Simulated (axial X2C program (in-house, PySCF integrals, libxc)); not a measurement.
**A two-component session on TaSi⁻: properties at the nuclei**

Wanted for TaSi⁻: properties at the nuclei, at the two-component level.

Computed with an in-house X2C program for linear molecules on PySCF integrals. Level: two-component X2C with atomic mean-field terms, Ta dyall-acv3z, Si dyall-av3z.

All values are calculated.

### Step 1. Input

Contents of task.json:

```json
{"zs": [73, 14], "q": -1, "bas": ["dyall-acv3z", "dyall-av3z"], "r0": 2.62, "levels": ["PBE0", "HF", "BHandHLYP", "BP86", "PBE"], "nst": 3}
```

Keys: zs atomic numbers; q charge; bas basis sets; r0 starting distance in Å; levels methods (HF also brings MP2); nst determinants followed.

Command:

```
> python soeom.py task.json out
```

Nuclei are Gaussian, cores are contracted, and the Gaunt term is on.

### Step 2. Expectation values, lowest determinant

R = 2.287 Å. State: Ω = 1 (excess of +ω over −ω: ω = -1/2, ω = 3/2).

Output of the PBE0 run:

```text
two-component X2C + atomic mean field  PBE0
basis functions 256  fitting functions 1299  grid points 5082
iter        total energy     max residual
   1     -15893.436797819     5.27e-05
   2     -15893.436797824     6.41e-06
converged
one-electron -22291.13490122  Coulomb 6516.10053807  exact exchange -83.96953941  xc functional -257.52414608  nuclear repulsion 236.47534305  atomic mean-field constant -13.38409224
```

The highest occupied spinor is 47% Si p, 40% Ta d, 7% Ta p.

| level | Eeff magnitude (GV/cm) | Ws magnitude Ta (kHz) | A∥/gI Ta (MHz) | qzz Ta (a.u.) | A∥/gI Si (MHz) | qzz Si (a.u.) |
| --- | --- | --- | --- | --- | --- | --- |
| PBE0 | 0.399 | 2.11 | 178 | -2.94 | -63 | -0.05 |
| HF | 80.9 | 84.7 | -1200 | -3.19 | -74.3 | 0.08 |
| BHandHLYP | 12.5 | 15.2 | 365 | -2.67 | -71.1 | 0.01 |
| BP86 | 4.63 | 2.43 | 107 | -3.65 | -48.9 | -0.07 |
| PBE | 4.91 | 2.72 | 195 | -3.63 | -50.3 | -0.07 |

Eeff is the effective electric field on the electron dipole moment in this Ω state and Ws the scalar–pseudoscalar constant (defined with the proton number Z and per Ω); A∥ is the parallel hyperfine constant, which follows by multiplying with the nuclear g factor gI = μI/(I μN); qzz is the electric field gradient, eQq0 = 234.96 MHz × Q/barn × qzz. The operators were transformed with the bare-nucleus X2C matrices.

### Step 3. Expectation values, a higher determinant

R = 2.287 Å. State: Ω = 0 (closed shell), 0.37 eV above the lowest in the PBE0 search for states (made at or near this distance, with looser thresholds).

Output of the PBE0 run:

```text
two-component X2C + atomic mean field  PBE0
basis functions 256  fitting functions 1299  grid points 5082
iter        total energy     max residual
   1     -15893.423234737     8.02e-05
   2     -15893.423234747     5.22e-05
   3     -15893.423234763     7.69e-05
   4     -15893.423234774     8.61e-05
   5     -15893.423234778     1.74e-05
   6     -15893.423234779     1.15e-05
   7     -15893.423234780     1.48e-06
converged
one-electron -22289.57549179  Coulomb 6514.48915799  exact exchange -83.94539252  xc functional -257.48275928  nuclear repulsion 236.47534305  atomic mean-field constant -13.38409224
```

The highest occupied spinor is 53% Ta d, 28% Si p, 7% Ta s.

| level | qzz Ta (a.u.) | qzz Si (a.u.) |
| --- | --- | --- |
| PBE0 | -8.92 | -0.86 |
| HF | -5.03 | -1.62 |
| BHandHLYP | -8.14 | -0.99 |
| BP86 | -9.50 | -0.79 |
| PBE | -9.47 | -0.79 |

### Step 4. Expectation values, a higher determinant

R = 2.287 Å. State: Ω = 3 (excess of +ω over −ω: ω = 1/2, ω = 5/2), 0.39 eV above the lowest in the PBE0 search for states (made at or near this distance, with looser thresholds).

Output of the PBE0 run:

```text
two-component X2C + atomic mean field  PBE0
basis functions 256  fitting functions 1299  grid points 5082
iter        total energy     max residual
   1     -15893.422359355     6.46e-05
   2     -15893.422359372     2.17e-05
   3     -15893.422359385     7.61e-05
   4     -15893.422359388     5.74e-05
   5     -15893.422359388     3.58e-05
   6     -15893.422359392     3.32e-05
   7     -15893.422359392     3.50e-06
converged
one-electron -22290.88561087  Coulomb 6515.85863667  exact exchange -83.96743740  xc functional -257.51919861  nuclear repulsion 236.47534305  atomic mean-field constant -13.38409224
```

The highest occupied spinor is 95% Ta d, 2% Si f, 2% Si d.

| level | Eeff magnitude (GV/cm) | Ws magnitude Ta (kHz) | A∥/gI Ta (MHz) | qzz Ta (a.u.) | A∥/gI Si (MHz) | qzz Si (a.u.) |
| --- | --- | --- | --- | --- | --- | --- |
| PBE0 | 1.23 | 0.171 | 536 | -3.28 | 21.8 | -0.10 |
| HF | 58.3 | 20.4 | 965 | -4.48 | 23.5 | 0.04 |
| BHandHLYP | 5.39 | 2.45 | 462 | -3.03 | 22.3 | -0.07 |
| BP86 | 4.04 | 0.901 | 532 | -3.37 | 22.4 | -0.18 |
| PBE | 4.17 | 0.951 | 497 | -3.30 | 22.7 | -0.19 |

### Step 5. What came out

| quantity | value |
| --- | --- |
| lowest determinant | Ω = 1 (excess of +ω over −ω: ω = -1/2, ω = 3/2) |
| Eeff magnitude (GV/cm), PBE0 | 0.399 |
| Ws magnitude Ta (kHz), PBE0 | 2.11 |
| A∥/gI Ta (MHz), PBE0 | 178 |
| qzz Ta (a.u.), PBE0 | -2.94 |
| higher determinant | Ω = 0 (closed shell) |
| qzz Ta (a.u.), PBE0, higher determinant | -8.92 |
| qzz Si (a.u.), PBE0, higher determinant | -0.86 |
| higher determinant | Ω = 3 (excess of +ω over −ω: ω = 1/2, ω = 5/2) |
| Eeff magnitude (GV/cm), PBE0, higher determinant | 1.23 |
| Ws magnitude Ta (kHz), PBE0, higher determinant | 0.171 |
| A∥/gI Ta (MHz), PBE0, higher determinant | 536 |
| qzz Ta (a.u.), PBE0, higher determinant | -3.28 |

In the first state, the effective field runs from 0.399 to 80.9 GV/cm over the mean-field levels, so the levels don't agree on it. The expectation values come from single determinants, which for open shells can mix terms of unlike spin or miss the lowest Ω, so a determinant need not be a state. Eeff is the effective electric field on the electron dipole moment in this Ω state and Ws the scalar–pseudoscalar constant (defined with the proton number Z and per Ω); A∥ is the parallel hyperfine constant, which follows by multiplying with the nuclear g factor gI = μI/(I μN); qzz is the electric field gradient, eQq0 = 234.96 MHz × Q/barn × qzz. The operators were transformed with the bare-nucleus X2C matrices.
